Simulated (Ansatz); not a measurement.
# Rb2TcF6: the cost of one run

Computed with Ansatz 0.2.0 (DFT LDA+U (U_eff = 8 eV on Tc d), plane waves, PAW, unless a step's input says otherwise).

### Step 1. The system as given

It takes space group P-3m1 (No. 164, trigonal). The conventional cell has a = 5.949 Å, b = 5.949 Å, c = 4.759 Å, α = 90.00°, β = 90.00°, γ = 120.00°. Rb (site symmetry 3m) is surrounded by 12 F at 2.91 to 3.08 Å. Tc (site symmetry -3m) is surrounded by 6 F at 1.93 Å. Around F (site symmetry m) lie 1 Tc at 1.93 Å.

Coordinates:

```
CELL_PARAMETERS angstrom
5.94900 0.00000 0.00000
-2.97450 5.15199 0.00000
0.00000 0.00000 4.75900
ATOMIC_POSITIONS crystal
Rb 0.33333 0.66667 0.30030
Rb 0.66667 0.33333 0.69970
Tc 0.00000 0.00000 0.00000
F 0.31370 0.15685 0.22290
F 0.84315 0.15685 0.22290
F 0.84315 0.68630 0.22290
F 0.15685 0.31370 0.77710
F 0.15685 0.84315 0.77710
F 0.68630 0.84315 0.77710
```

Magnetic order typed: ferromagnetic.

### Step 2. From atoms, symmetry kept, no search

Contents of input.yaml:

```yaml
crystal:
  lattice:
    - [5.94900274, 0.0, 0.0]
    - [-2.97450137, 5.1519875, 0.0]
    - [0.0, 0.0, 4.7590005]
  atoms:
    - { symbol: Rb, position: [0.3333333333, 0.6666666667, 0.3003] }
    - { symbol: Rb, position: [0.6666666667, 0.3333333333, 0.6997] }
    - { symbol: Tc, position: [0.0, 0.0, 0.0], spin: 3.0 }
    - { symbol: F, position: [0.3137, 0.15685, 0.2229] }
    - { symbol: F, position: [0.84315, 0.15685, 0.2229] }
    - { symbol: F, position: [0.84315, 0.6863, 0.2229] }
    - { symbol: F, position: [0.15685, 0.3137, 0.7771] }
    - { symbol: F, position: [0.15685, 0.84315, 0.7771] }
    - { symbol: F, position: [0.6863, 0.84315, 0.7771] }
basis:
  ecutwfc: 600
  ecutrho_ratio: 5
kpoints:
  mp_grid: { grid: [4, 4, 4] }
hamiltonian:
  xc: lda
  hubbard: { sites: [{ site: 2, l: d, u_eff: 8.0 }] }
scf:
  occupations: { method: gaussian, width: 0.05 }
  lower_state_search: "off"
  max_iter: 150
output:
  forces: true
  stress: true
  eigenvalues: true
  populations: true
  hubbard: { sites: [{ site: 2, l: d }] }
magnetization:
  spin_polarized: true
```

Run with:

```console
$ ansatz run input.yaml --threads 4 --pin off --max-ram 6144MiB --backend cpu --events-out ev --progress --plain --runs-dir out
```

Q: Estimate wall time and peak memory on 4 threads of Arm Neoverse V1, shared host.

About 8.5 s, with a peak of 0.81 GiB.
